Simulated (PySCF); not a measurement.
# [SnO2]-: doublet, from a linear start

The task is one start of a wider search on [SnO2]-: the doublet, from a linear start. It is relaxed, tested by its Hessian and followed downhill if it is a saddle.

Method: PBE0, basis Sn def2-TZVPD with ECP28, O def2-TZVPD, scalar-relativistic core potentials, no spin–orbit coupling, density fitting; program: PySCF 2.14.0.

## 1. Where the work starts

3 atoms, charge -1, spin multiplicity 2.

Bond lengths: Sn1–O2 1.870 Å, Sn1–O3 1.870 Å. Angles: O2–Sn1–O3 180.0°.

Coordinates in bohr (charge -1 multiplicity 2):
```
Sn    0.0000    0.0000    0.0000
O     0.0000    0.0000    3.5338
O     0.0000    0.0000   -3.5338
```

## 2. Relaxing the doublet from the linear start

The steps below are one call of a driver around PySCF. For each, scf.py gives the equivalent set-up of the SCF; relaxations use the driver's own optimiser. Before each start the driver seeks the lowest SCF state from one or more starting densities and follows internal instabilities, so scf.py alone need not reach the same state.

The program finds D∞h symmetry in the start, which this walk keeps. The walk stops when the largest gradient is under 0.0003 Eh/bohr and the energy has settled too.

The input, scf.py:

```python
from pyscf import gto, scf, dft
mol = gto.M(atom='''
Sn     0.000000     0.000000     0.000000
O      0.000000     0.000000     1.870000
O      0.000000     0.000000    -1.870000''',
    basis={'Sn': 'def2-TZVPD', 'O': 'def2-TZVPD'},
    ecp={'Sn': 'def2-TZVPD'},
    charge=-1, spin=1)
mf = dft.UKS(mol, xc='PBE0')
mf.grids.atom_grid = (50, 194)
aux = {'Sn': 'def2-universal-JKFIT', 'O': 'def2-universal-JKFIT'}
mf = mf.density_fit(auxbasis=aux)
mf.kernel()
```

Further steps of the session: Is it a minimum? Harmonic modes; Following the imaginary mode; Vibrations and properties at this point.

Before running it: what results should come out? Wanted: minimum; geometry; wavenumbers; dipole moment; highest occupied, lowest empty level; polar-tensor charge of Sn1; zero-point energy; ⟨S²⟩.

As calculated:

| quantity | value |
| --- | --- |
| minimum | doublet, C2v |
| geometry | Sn–O 1.890 Å (×2); O–Sn–O 127.9° |
| wavenumbers (cm⁻¹) | 188 (a1), 663 (b2), 680 (a1) |
| dipole moment (centre of mass) | 3.17 D |
| highest occupied, lowest empty level (either spin) | -1.26, 1.71 eV |
| polar-tensor charge of Sn1 | +0.33 e |
| zero-point energy | 9.2 kJ/mol |
| entropy at 298.15 K | 282.5 J/(mol K) |
| ⟨S²⟩ | 0.766 |

**Reading.** The linear start (D∞h) ends in a minimum of C2v symmetry, after a stop at a second-order saddle point 63.4 kJ/mol higher, from which it was pushed off along an imaginary mode. The strongest infrared band lies at 663 cm⁻¹ (b2, stretch). Other starts or spin states, not run here, may lie lower. With an element this heavy the missing spin–orbit coupling can shift these numbers.
